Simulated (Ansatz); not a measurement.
# CH4ClFSSn: the cost of one run

All numbers are computed with the Python package of Ansatz 0.2.0. The levels of theory stand in the script.

### 1 Starting point

Bond lengths: F1–C2 1.321 Å, C2–Sn3 2.148 Å, Sn3–S4 2.348 Å, Sn3–Cl5 2.344 Å, C2–H6 1.127 Å, C2–H7 1.118 Å, Sn3–H8 1.814 Å, S4–H9 1.417 Å. Angles: F1–C2–Sn3 108.6°, F1–C2–H6 110.3°, F1–C2–H7 109.6°, Sn3–C2–H6 109.9°, Sn3–C2–H7 109.9°, H6–C2–H7 108.4°, C2–Sn3–S4 110.1°, C2–Sn3–Cl5 110.3°, C2–Sn3–H8 107.7°, S4–Sn3–Cl5 111.3°, S4–Sn3–H8 108.7°, Cl5–Sn3–H8 108.6°, Sn3–S4–H9 94.7°.

No structure file is read: the coordinates are typed or built in the script.

### 2 The code

Input file disp_ch4clfssn.py:

```python
# -*- coding: utf-8 -*-
"""Dispersion corrections for CH4ClFSSn."""

import ansatz as az
from ase import Atoms

atoms = Atoms(["F", "C", "Sn", "S", "Cl", "H", "H", "H", "H"], positions=[
    (-1.2689, 1.2858, 1.0611),
    (0.0046, 0.9535, 0.9447),
    (0.2514, -0.2017, -0.8491),
    (-1.0349, -2.1619, -0.7287),
    (-0.3199, 1.0794, -2.7273),
    (0.6463, 1.8783, 0.8974),
    (0.3182, 0.3504, 1.8329),
    (2.002, -0.6627, -0.9724),
    (-0.5104, -2.5674, 0.5242),
])
molecule = az.Crystal.molecule_from_ase(atoms)

calc = molecule.calculation().basis(gaussian="def2-SVP")
for name in ["r2scan", "blyp"]:
    for correction in ("d3bj", "d4"):
        data = calc.functional(name, dispersion=correction).run(threads=1, backend="cpu").report
        print(f"{name:8s} {correction:5s} total {data['free_energy_ev']:.5f} eV, of which dispersion {1000 * data['dispersion']['energy']['ev']:.2f} meV")
```

### 3 The calls as engine input

The engine receives this input (first run):

```yaml
crystal:
  periodic: [false, false, false]
  atoms:
    - { symbol: F, position_ang: [-1.2689, 1.2858, 1.0611] }
    - { symbol: C, position_ang: [0.0046, 0.9535, 0.9447] }
    - { symbol: Sn, position_ang: [0.2514, -0.2017, -0.8491] }
    - { symbol: S, position_ang: [-1.0349, -2.1619, -0.7287] }
    - { symbol: Cl, position_ang: [-0.3199, 1.0794, -2.7273] }
    - { symbol: H, position_ang: [0.6463, 1.8783, 0.8974] }
    - { symbol: H, position_ang: [0.3182, 0.3504, 1.8329] }
    - { symbol: H, position_ang: [2.002, -0.6627, -0.9724] }
    - { symbol: H, position_ang: [-0.5104, -2.5674, 0.5242] }
basis:
  gaussian:
    orbitals: def2-SVP
hamiltonian:
  xc: r2scan
  dispersion: d3bj
```

### 4 The run

On the command line:

```bash
$ python disp_ch4clfssn.py
```

Q: Estimate wall time and peak memory on 1 thread of Arm Neoverse V1, shared host.

About 24 s, with a peak of 0.25 GiB.
